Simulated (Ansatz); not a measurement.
# FGaH₂Se: ionisation energy by level of theory

One table from this session's results is given with a row withheld; the runs are named, their logs left out.

The runs use Ansatz 0.2.0, Gaussian basis; unrestricted cation, the program's frozen cores in correlated methods.

The runs, in order: UKS PBE-D4/def2-TZVPP; UKS r2SCAN-D4/def2-TZVPP; UKS PBE0-D4/def2-TZVPP; UKS B3LYP-D4/def2-TZVPP; UKS wB97X-V/def2-TZVPP; UKS wB97M-V/def2-TZVPP; UKS B2PLYP/def2-TZVPP; UHF-CCSD(T)/def2-TZVPP; UHF-CCSD(T)/def2-QZVPP; extrapolation to the limit; then −ε(HOMO) from the neutral's earlier runs with LDA (SPW92), PBE-D4, revPBE-D4, BLYP-D4, r2SCAN-D4, B97M-V, PBE0-D4, B3LYP-D4, r2SCANh-D4, r2SCAN0-D4, HSE06-D4, BHLYP-D4, CAM-B3LYP-D4, LC-ωPBE, ωB97X-V, ωB97M-V.

**Structure used throughout**

The geometry comes from an earlier relaxation with PBE0-D4 in a triple-zeta def2 set; it is a stationary point.

5 atoms, charge 0, spin multiplicity 1.

Atoms are counted from 1 here; the program's logs count them from 0.

Bond lengths: F1–Ga2 1.754 Å, Ga2–Se3 2.307 Å, Ga2–H4 1.550 Å, Se3–H5 1.470 Å. Angles: F1–Ga2–Se3 112.0°, F1–Ga2–H4 118.1°, Se3–Ga2–H4 129.8°, Ga2–Se3–H5 91.4°.

The first run:

The input, in.yaml:

```yaml
crystal:
  periodic: [false, false, false]
  atoms:
    - {symbol: F, position_ang: [-2.202393, -0.060518, -0.216473]}
    - {symbol: Ga, position_ang: [-0.495328, -0.397775, 0.003928]}
    - {symbol: Se, position_ang: [0.793379, 1.506781, -0.177017]}
    - {symbol: H, position_ang: [-0.069046, -1.862180, 0.280612]}
    - {symbol: H, position_ang: [2.023188, 0.740093, 0.067649]}
basis:
  gaussian: {orbitals: def2-TZVPP}
total_charge: 1
magnetization: {spin_polarized: true, initial_magnetization: 1}
hamiltonian: {xc: pbe, dispersion: d4}
```

Command:

```bash
$ ansatz run in.yaml --threads 2 --pin off --events-out ev --progress --plain --max-ram 31744MiB --backend cpu
```

Among the steps run: Cation, UKS PBE-D4/def2-TZVPP; Cation, UKS r2SCAN-D4/def2-TZVPP; Cation, UKS PBE0-D4/def2-TZVPP; Cation, UKS B3LYP-D4/def2-TZVPP; Cation, UKS wB97X-V/def2-TZVPP; Cation, UKS wB97M-V/def2-TZVPP; Cation, UKS B2PLYP (frozen core)/def2-TZVPP; Cation, UHF-CCSD(T)/def2-TZVPP; Cation, UHF-CCSD(T)/def2-QZVPP.

One table of the session follows, with a row left open; its other results are not shown here.

Orbital estimates, from the neutral's runs:

| functional | −ε(HOMO) (eV) |
| --- | --- |
| LDA (SPW92) | 6.71 |
| PBE-D4 | 6.55 |
| revPBE-D4 | 6.49 |
| BLYP-D4 | ? |
| r2SCAN-D4 | 6.84 |
| B97M-V | 6.88 |
| PBE0-D4 | 7.68 |
| B3LYP-D4 | 7.45 |
| r2SCANh-D4 | 7.25 |
| r2SCAN0-D4 | 7.88 |
| HSE06-D4 | 7.29 |
| BHLYP-D4 | 8.66 |
| CAM-B3LYP-D4 | 8.95 |
| LC-ωPBE | 10.30 |
| ωB97X-V | 9.95 |
| ωB97M-V | 9.81 |

**Question.** Estimate the row for BLYP-D4.

Worked estimate for «−ε(HOMO) (eV)». Against the share of exact exchange, B3LYP-D4 (0.2, 7.45), BHLYP-D4 (0.5, 8.66) give a slope of 4.03 per unit share; at 0 the line stands at 6.64.

**Answer.** −ε(HOMO) (eV): 6.38. In «−ε(HOMO) (eV)» the line misses by +0.26.

Caveats from the session: The cation may have settled in a state other than its lowest; no search over hole states beyond the program's own was made.
